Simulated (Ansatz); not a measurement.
**CH₃B₂Cl₂N: a ladder of functionals and wavefunction methods**

The task here is to estimate one member of a computed series from the others.

Program: Ansatz 0.2.0, Gaussian basis. Level of theory: functionals in def2-TZVPP, the program's frozen cores in correlated methods. These are calculated values, not measurements.

Plan: LDA (SPW92), PBE-D4, revPBE-D4, BLYP-D4, r2SCAN-D4, B97M-V, PBE0-D4, B3LYP-D4, r2SCANh-D4, r2SCAN0-D4, HSE06-D4, BHLYP-D4, CAM-B3LYP-D4, LC-ωPBE, ωB97X-V, ωB97M-V, B2PLYP, PBE-QIDH; CCSD(T)/def2-SVP; CCSD(T)/def2-TZVPP; MP2/def2-QZVPP; extrapolation to the limit; RPA on PBE.

### Structure used throughout

The geometry comes from an earlier relaxation with PBE0-D4 in a triple-zeta def2 set; it is a stationary point, not always the lowest conformer.

SMILES `ClB(Cl)B1CN1`, 9 atoms, charge 0, spin multiplicity 1.

Atoms are counted from 1 here; the program's logs count them from 0.

Bond lengths: Cl1–B2 1.748 Å, B2–Cl3 1.748 Å, B2–B4 1.656 Å, B4–C5 1.579 Å, B4–N6 1.344 Å, C5–N6 1.450 Å, C5–H7 1.089 Å, C5–H8 1.089 Å, N6–H9 1.003 Å. Angles: Cl1–B2–Cl3 118.5°, Cl1–B2–B4 120.7°, Cl3–B2–B4 120.7°, B2–B4–C5 152.0°, B2–B4–N6 149.2°, C5–B4–N6 58.8°, B4–C5–N6 52.5°, B4–C5–H7 120.6°, B4–C5–H8 120.6°, N6–C5–H7 117.2°, N6–C5–H8 117.2°, H7–C5–H8 114.4°, B4–N6–C5 68.7°, B4–N6–H9 155.0°, C5–N6–H9 136.3°.

Coordinates:

```xyz
9
charge 0, multiplicity 1
Cl    2.2175   -1.6381   -1.3587
B     1.3799   -1.1381    0.0915
Cl    1.8105   -1.8945    1.6070
B     0.1687   -0.0113    0.0221
C    -1.3453    0.3989   -0.1572
N    -0.2159    1.2754    0.0831
H    -2.0559    0.2689    0.6577
H    -1.7975    0.4297   -1.1474
H    -0.0736    2.2627    0.1849
```

The first run:

Input file in.yaml:

```yaml
crystal:
  periodic: [false, false, false]
  atoms:
    - {symbol: Cl, position_ang: [2.217478, -1.638113, -1.358748]}
    - {symbol: B, position_ang: [1.379910, -1.138050, 0.091465]}
    - {symbol: Cl, position_ang: [1.810544, -1.894505, 1.607003]}
    - {symbol: B, position_ang: [0.168692, -0.011318, 0.022142]}
    - {symbol: C, position_ang: [-1.345272, 0.398893, -0.157159]}
    - {symbol: N, position_ang: [-0.215865, 1.275371, 0.083078]}
    - {symbol: H, position_ang: [-2.055875, 0.268931, 0.657742]}
    - {symbol: H, position_ang: [-1.797523, 0.429723, -1.147378]}
    - {symbol: H, position_ang: [-0.073588, 2.262668, 0.184855]}
basis:
  gaussian: {orbitals: def2-TZVPP}
hamiltonian: {xc: lda}
output: {orbitals: {seedname: orbitals}}
```

Among the steps run: LDA; PBE-D4 (GGA); revPBE-D4 (GGA); BLYP-D4 (GGA); r2SCAN-D4 (meta-GGA); B97M-V (meta-GGA); PBE0-D4 (hybrid); B3LYP-D4 (hybrid); r2SCANh-D4 (hybrid); r2SCAN0-D4 (hybrid); HSE06-D4 (hybrid); BHLYP-D4 (hybrid); CAM-B3LYP-D4 (range-separated); LC-ωPBE (range-separated); ωB97X-V (range-separated); ωB97M-V (range-separated); B2PLYP (double hybrid); PBE-QIDH (double hybrid).

One of the session's tables, all rows but one given; the rest of the session is left out.

It belongs to the step «Frontier levels by functional». 

```
  functional  HOMO (eV)  LUMO (eV)  gap (eV)
 LDA (SPW92)      -6.77      -2.77      4.00
      PBE-D4      -6.63      -2.53      4.11
   revPBE-D4      -6.58      -2.43      4.15
     BLYP-D4      -6.49      -2.34      4.15
   r2SCAN-D4      -6.86      -2.30      4.55
      B97M-V          ?          ?         ?
     PBE0-D4      -7.94      -1.67      6.27
    B3LYP-D4      -7.71      -1.82      5.89
  r2SCANh-D4      -7.36      -2.00      5.36
  r2SCAN0-D4      -8.10      -1.53      6.57
    HSE06-D4      -7.54      -2.05      5.49
    BHLYP-D4      -9.09      -0.62      8.48
CAM-B3LYP-D4      -9.31      -0.52      8.78
     LC-ωPBE     -10.68       0.56     11.23
     ωB97X-V     -10.29       0.52     10.81
     ωB97M-V     -10.13       0.36     10.49
```

Q: Estimate the row for B97M-V from the others.

As computed: HOMO (eV): -6.91; LUMO (eV): -2.24; gap (eV): 4.66. In the column «HOMO (eV)» it lies between r2SCANh-D4 (-7.36) and r2SCAN-D4 (-6.86).
